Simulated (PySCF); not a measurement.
Crystal: FBSH2, in a box.

```
F B S H
1.0
    12.00000    0.00000    0.00000
     0.00000   11.00000    0.00000
     0.00000    0.00000   12.00000
F B S H
1 1 1 2
Direct
  0.39940 0.41511 0.41521
  0.45825 0.46664 0.49547
  0.57369 0.56097 0.45603
  0.43332 0.44920 0.59045
  0.60277 0.58871 0.56095
```

Base run:

* Program: PySCF 2.14.0
* Functional: SCAN0
* Potentials or basis: cc-pvdz (all-electron)
* k mesh: 1 × 1 × 1
* Occupations: fixed
* Spin: no spin polarisation

Its results: gap between the frontier levels 8.19 eV.

After a change of settings the same cell gave: gap between the frontier levels 7.84 eV. Which change was it?
A. functional from SCAN0 to OLYP
B. functional from SCAN0 to M06
C. functional from SCAN0 to BP86; dispersion from none to D4

B.

Caveats: this is a molecule in a periodic box at the Γ point, so its band gap is the HOMO-LUMO gap; the basis of atomic orbitals isn't converged, which shifts pressures, moduli and gaps.

Not every run made on this cell is shown here.
